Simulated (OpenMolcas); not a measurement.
**C2F6O (SMILES FC(F)(F)OC(F)(F)F), step by step**

We compute a single-point energy (HF/ANO-R0), then the energy (CASSCF(2,2)/ANO-R1), then the energy along one coordinate (CASPT2(2,2)/ANO-R1), then an energy scan (SC-NEVPT2(2,2)/ANO-R1), then an energy scan (MC-PDFT[tPBE](2,2)/ANO-R1) of C2F6O. 

The results are computed with OpenMolcas 26.06.

## 1. Starting point

The species is C2F6O (9 atoms), meant as a singlet with charge 0. SMILES: `FC(F)(F)OC(F)(F)F`. The shape is that of a PBE0-D4/def2-TZVP optimisation.

Bond lengths: F1–C2 1.316 Å, C2–F3 1.325 Å, C2–F4 1.324 Å, C2–O5 1.371 Å, O5–C6 1.371 Å, C6–F7 1.316 Å, C6–F8 1.324 Å, C6–F9 1.325 Å. Some angles: F1–C2–F3 109.4°, F1–C2–F4 108.9°, F1–C2–O5 106.5°, F3–C2–F4 108.3°, F3–C2–O5 112.3°, F4–C2–O5 111.4°, C2–O5–C6 120.1°, O5–C6–F7 106.5°, O5–C6–F8 111.4°, O5–C6–F9 112.3°.

## 2. The energy at HF/ANO-R0 (sfX2C) (run 1)

Input file struct.xyz:

```xyz
9

F      2.076690    -0.384510    -0.999750
C      0.777760    -0.429490    -0.791080
F      0.159870     0.303300    -1.706270
F      0.367380    -1.682330    -0.915040
O      0.570650     0.041580     0.479900
C     -0.682950     0.436400     0.870810
F     -0.666110     0.487120     2.186080
F     -0.980110     1.637760     0.399820
F     -1.623170    -0.409820     0.475530
```

Input file step1.input:

```
>>> EXPORT MOLCAS_PRINT=2

&gateway
 coord
 struct.xyz
 basis
 ANO-R0
 group
 NoSym

&seward

&scf
 prorbitals
 0

&localisation
 occupied
 freeze
 pipek-mezey

&localisation
 fileorb
 $Project.LocOrb
 virtual
 pipek-mezey
```

Started as:

```bash
$ export MOLCAS_MEM=1860
$ pymolcas step1.input > step1.log
```

The program printed:

```text
--- Start Module: gateway ---
[...]
--- Stop Module: gateway /rc=_RC_ALL_IS_WELL_ ---
[...]
      Basis functions           45
[...]
       Convergence after  10 Iterations
[...]
::    Total SCF energy                               -747.0726222722
[...]
      Total spin, S                                     0.0000000000
[...]
      Total electronic charge=   74.000000
      Total            charge=   -0.000000
[...]
      Dipole Moment (debye):
      Origin of the operator (angstrom)=   -0.0154   -0.0011   -0.0130
                   X= -8.8553E-02               Y= -6.4673E-03               Z= -7.4473E-02           Total=  1.1589E-01
      Quadrupole Moment (debye*angstrom):
[...]
--- Start Module: localisation ---
[...]
--- Stop Module: localisation /rc=_RC_ALL_IS_WELL_ ---
--- Start Module: localisation ---
[...]
--- Stop Module: localisation /rc=_RC_ALL_IS_WELL_ ---
[...]
```

Run time: 4.8 s. Hardware: 1 thread of Intel Xeon 6975P-C (Granite Rapids), shared host; peak memory 0.39 GiB.

## 3. A single-point energy at CASSCF(2,2)/ANO-R1 (sfX2C, RICD fitting) (run 2)

struct.xyz is that of step 2.

Input file step2.inp:

```
&GATEWAY
COORD=struct.xyz
BASIS=ANO-R0
GROUP=NoSym
&SEWARD
&RASSCF
FILEORB=$CurrDir/step1.LocOrb
ALTER=2
1 27 37
1 38 45
SPIN=1
NACTEL=2 0 0
INACTIVE=36
RAS2=2
ORBLISTING=Nothing
>>> COPY $Project.RunFile RUNFIL1
>>> COPY $Project.RasOrb INPORB
&GATEWAY
COORD=struct.xyz
BASIS=ANO-R1
GROUP=NoSym
RICD
&SEWARD
>>> COPY $Project.RunFile RUNFIL2
&EXPBAS
&RASSCF
FILEORB=$Project.ExpOrb
SPIN=1
NACTEL=2 0 0
INACTIVE=36
RAS2=2
ORBLISTING=Nothing
```

Started as:

```bash
$ export MOLCAS_MEM=1860
$ pymolcas step2.inp > step2.log
```

The program printed:

```text
--- Start Module: gateway ---
[...]
--- Stop Module: gateway /rc=_RC_ALL_IS_WELL_ ---
[...]
      Basis functions           45
[...]
      Number of active orbitals                  2
[...]
      Spin quantum number                      0.0
[...]
      Active orbitals                            2
[...]
      Number of CSFs                             3
[...]
      Number of root(s) required                 1
[...]
      Convergence after 12 iterations
[...]
      printout of CI-coefficients larger than  0.05 for root  1
      energy=    -747.090039
      conf/sym  11     Coeff  Weight
             1  20   0.99525 0.99053
             3  02  -0.09734 0.00947
      Natural orbitals and occupation numbers for root  1
      sym 1:   1.981051   0.018949
      ************************************************************************************************************************
      *                                                    Final results                                                     *
[...]
::    RASSCF root number  1 Total energy:   -747.09003927
[...]
      Basis functions          126
[...]
--- Start Module: expbas ---
[...]
--- Stop Module: expbas /rc=_RC_ALL_IS_WELL_ ---
--- Start Module: rasscf ---
[...]
      Convergence after 13 iterations
[...]
      Natural orbitals and occupation numbers for root  1
      sym 1:   1.981847   0.018153
      ************************************************************************************************************************
      *                                                    Final results                                                     *
[...]
::    RASSCF root number  1 Total energy:   -748.16352189
[...]
      Total electronic charge=   74.000000
      Total            charge=   -0.000000
[...]
      Dipole Moment (debye):
      Origin of the operator (angstrom)=   -0.0154   -0.0011   -0.0130
                   X= -2.5092E-02               Y=  3.5052E-02               Z=  9.0530E-02           Total=  1.0027E-01
      Quadrupole Moment (debye*angstrom):
[...]
--- Stop Module: rasscf /rc=_RC_ALL_IS_WELL_ ---
[...]
```

It took 18 s on 1 thread of Intel Xeon 6975P-C (Granite Rapids), shared host; peak memory 0.39 GiB.

## 4. An energy scan at CASPT2(2,2)/ANO-R1 (sfX2C, RICD fitting, ipea shift 0.25 Eh, pt2 variant SS) (run 3)

Input file step3.inp:

```
* C2F6O CASPT2
>>> COPY $CurrDir/step2.RasOrb $Project.RasOrb
>>> ForEach K in (1, 2, 3, 4, 5, 6, 7, 8, 9)
&GATEWAY
COORD=$CurrDir/point$K.xyz
BASIS=ANO-R1
GROUP=NoSym
RICD
&SEWARD
&RASSCF
FILEORB=$Project.RasOrb
SPIN=1
NACTEL=2 0 0
INACTIVE=36
RAS2=2
ORBLISTING=Nothing
&CASPT2
IMAGINARY=0.2
FROZEN=9
>>> EndDo
```

Started as:

```bash
$ export MOLCAS_MEM=1860
$ pymolcas step3.inp > step3.log
```

The program printed:

```text
[...]
      Basis functions          126
[...]
      Number of active orbitals                  2
[...]
      Spin quantum number                      0.0
[...]
      Active orbitals                            2
[...]
      Number of CSFs                             3
[...]
      Number of root(s) required                 1
[...]
      Convergence after 11 iterations
[...]
      Natural orbitals and occupation numbers for root  1
      sym 1:   1.989490   0.010510
      ************************************************************************************************************************
      *                                                    Final results                                                     *
[...]
::    RASSCF root number  1 Total energy:   -748.14394738
[...]
::    CASPT2 Root  1     Total energy:   -749.71503129
[...]
      Convergence after 12 iterations
[...]
      Natural orbitals and occupation numbers for root  1
      sym 1:   1.981862   0.018138
      ************************************************************************************************************************
      *                                                    Final results                                                     *
[...]
      Convergence after 17 iterations
[...]
      Natural orbitals and occupation numbers for root  1
      sym 1:   1.616359   0.383641
      ************************************************************************************************************************
      *                                                    Final results                                                     *
[...]
      Convergence after 17 iterations
[...]
      Natural orbitals and occupation numbers for root  1
      sym 1:   1.330030   0.669970
      ************************************************************************************************************************
      *                                                    Final results                                                     *
[...]
      Convergence after 18 iterations
[...]
      Natural orbitals and occupation numbers for root  1
      sym 1:   1.123940   0.876060
      ************************************************************************************************************************
      *                                                    Final results                                                     *
[...]
::    RASSCF root number  1 Total energy:   -748.01781417
[...]
::    CASPT2 Root  1     Total energy:   -749.55850869
[...]
      Convergence after 16 iterations
[...]
::    RASSCF root number  1 Total energy:   -748.01733286
[...]
::    CASPT2 Root  1     Total energy:   -749.55587957
[...]
```

Run time: 2.5 min. Hardware: 1 thread of Intel Xeon 6975P-C (Granite Rapids), shared host; peak memory 0.14 GiB.

The scan, from its lowest point:

```csv
O5–C2 (Å),energy (kJ/mol)
1.234,50.0
1.371,0.0
1.508,27.7
1.714,120.0
1.988,250.9
2.331,371.4
2.742,437.5
3.291,460.9
4.114,467.8
```

## 5. An energy scan at SC-NEVPT2(2,2)/ANO-R1 (sfX2C, RICD fitting, pt2 variant SC-NEVPT2) (run 4)

Input file step4.input:

```
>>> COPY $CurrDir/step2.RasOrb $Project.RasOrb
>>> ForEach K in (1, 2, 3, 4, 5, 6, 7, 8, 9)

&GATEWAY
  Coord = $CurrDir/point$K.xyz
  Basis = ANO-R1
  Group = NoSym
  RICD

&SEWARD

&RASSCF
  FileOrb = $Project.RasOrb
  Spin = 1
  Nactel = 2 0 0
  Inactive = 36
  Ras2 = 2
  OrbListing = Nothing

&CASPT2
  SC-NEVPT2
  Frozen = 9
>>> EndDo
```

Started as:

```bash
$ export MOLCAS_MEM=1860
$ pymolcas step4.input > step4.log
```

The program printed:

```text
[...]
      Basis functions          126
[...]
      Number of active orbitals                  2
[...]
      Spin quantum number                      0.0
[...]
      Active orbitals                            2
[...]
      Number of CSFs                             3
[...]
      Number of root(s) required                 1
[...]
      Convergence after 11 iterations
[...]
      printout of CI-coefficients larger than  0.05 for root  1
      energy=    -748.143947
      conf/sym  11     Coeff  Weight
             1  20   0.99737 0.99474
             3  02  -0.07249 0.00526
      Natural orbitals and occupation numbers for root  1
      sym 1:   1.989490   0.010510
      ************************************************************************************************************************
      *                                                    Final results                                                     *
[...]
::    RASSCF root number  1 Total energy:   -748.14394738
[...]
      E2 (Variational):          -1.5645449291
[...]
::    SC-NEVPT2 Root  1     Total energy:   -749.70841646
[...]
      Convergence after 12 iterations
[...]
      Natural orbitals and occupation numbers for root  1
      sym 1:   1.981862   0.018138
      ************************************************************************************************************************
      *                                                    Final results                                                     *
[...]
      Convergence after 17 iterations
[...]
      Natural orbitals and occupation numbers for root  1
      sym 1:   1.616359   0.383641
      ************************************************************************************************************************
      *                                                    Final results                                                     *
[...]
      Convergence after 17 iterations
[...]
      Natural orbitals and occupation numbers for root  1
      sym 1:   1.330030   0.669970
      ************************************************************************************************************************
      *                                                    Final results                                                     *
[...]
      Convergence after 18 iterations
[...]
::    RASSCF root number  1 Total energy:   -748.01781417
[...]
::    SC-NEVPT2 Root  1     Total energy:   -749.55005254
[...]
      Convergence after 16 iterations
[...]
::    RASSCF root number  1 Total energy:   -748.01733286
[...]
      E2 (Variational):          -1.5303789093
[...]
      Reference weight:           0.74701
[...]
::    SC-NEVPT2 Root  1     Total energy:   -749.54771177
[...]
```

Wall time 2.2 min (1 thread of Intel Xeon 6975P-C (Granite Rapids), shared host); peak memory 0.14 GiB.

The scan, from its lowest point:

```csv
O5–C2 (Å),energy (kJ/mol)
1.234,53.4
1.371,0.0
1.508,24.7
1.714,115.3
1.988,250.9
2.331,379.9
2.742,447.1
3.291,469.2
4.114,475.3
```

## 6. An energy scan at MC-PDFT[tPBE](2,2)/ANO-R1 (sfX2C, RICD fitting) (run 5)

Input file step5.inp:

```
>>> COPY $CurrDir/step2.RasOrb $Project.RasOrb
>>> ForEach K in (1, 2, 3, 4, 5, 6, 7, 8, 9)

&GATEWAY
 Coord = $CurrDir/point$K.xyz
 Basis = ANO-R1
 Group = NoSym
 RICD

&SEWARD

&RASSCF
 FileOrb = $Project.RasOrb
 Spin = 1
 Nactel = 2 0 0
 Inactive = 36
 Ras2 = 2
 OrbListing = Nothing

&MCPDFT
 KSDFT = T:PBE
>>> EndDo
```

Started as:

```bash
$ export MOLCAS_MEM=1860
$ pymolcas step5.inp > step5.log
```

The program printed:

```text
--- Start Module: gateway ---
[...]
      Basis functions          126
[...]
      Number of active orbitals                  2
[...]
      Spin quantum number                      0.0
[...]
      Active orbitals                            2
[...]
      Number of CSFs                             3
[...]
      Number of root(s) required                 1
[...]
      Convergence after 11 iterations
[...]
      printout of CI-coefficients larger than  0.05 for root  1
      energy=    -748.143947
      conf/sym  11     Coeff  Weight
             1  20   0.99737 0.99474
             3  02  -0.07249 0.00526
      Natural orbitals and occupation numbers for root  1
      sym 1:   1.989490   0.010510
      ************************************************************************************************************************
      *                                                    Final results                                                     *
[...]
::    RASSCF root number  1 Total energy:   -748.14394738
[...]
::    MCPDFT root number  1 Total energy:   -750.57097762
[...]
      Convergence after 12 iterations
[...]
      Natural orbitals and occupation numbers for root  1
      sym 1:   1.981862   0.018138
      ************************************************************************************************************************
      *                                                    Final results                                                     *
[...]
      Convergence after 17 iterations
[...]
      Natural orbitals and occupation numbers for root  1
      sym 1:   1.616359   0.383641
      ************************************************************************************************************************
      *                                                    Final results                                                     *
[...]
      Convergence after 17 iterations
[...]
      Natural orbitals and occupation numbers for root  1
      sym 1:   1.330030   0.669970
      ************************************************************************************************************************
      *                                                    Final results                                                     *
[...]
      Convergence after 18 iterations
[...]
::    RASSCF root number  1 Total energy:   -748.01781417
[...]
::    MCPDFT root number  1 Total energy:   -750.40683229
[...]
      Convergence after 16 iterations
[...]
::    RASSCF root number  1 Total energy:   -748.01733286
[...]
      Total electronic charge=   74.000000
      Total            charge=   -0.000000
[...]
::    MCPDFT root number  1 Total energy:   -750.40504014
[...]
```

Run time: 2.2 min. Hardware: 1 thread of Intel Xeon 6975P-C (Granite Rapids), shared host; peak memory 0.083 GiB.

The scan, from its lowest point:

```csv
O5–C2 (Å),energy (kJ/mol)
1.234,52.6
1.371,0.0
1.508,23.0
1.714,109.0
1.988,239.9
2.331,377.7
2.742,458.3
3.291,483.6
4.114,488.3
```

## 7. Outcome

| quantity | value |
| --- | --- |
| run 1, HF/ANO-R0: total energy | -747.07262 Eh |
| run 1, HF/ANO-R0: dipole moment | 0.12 D |
| run 1, HF/ANO-R0: HOMO energy | -13.97 eV |
| run 1, HF/ANO-R0: LUMO energy | 11.73 eV |
| run 1, HF/ANO-R0: HOMO–LUMO gap | 25.69 eV |
| run 2, CASSCF(2,2)/ANO-R1: total energy | -748.16352 Eh |
| run 2, CASSCF(2,2)/ANO-R1: dipole moment (CASSCF density) | 0.10 D |
| run 3, CASPT2(2,2)/ANO-R1: lowest energy of the scan | -749.73407 Eh |
| run 4, SC-NEVPT2(2,2)/ANO-R1: lowest energy of the scan | -749.72875 Eh |
| run 5, MC-PDFT[tPBE](2,2)/ANO-R1: lowest energy of the scan | -750.59101 Eh |

What this shows: Mulliken charges (run 1, HF/ANO-R0) run from -0.23 on O5 to +0.59 on C2.
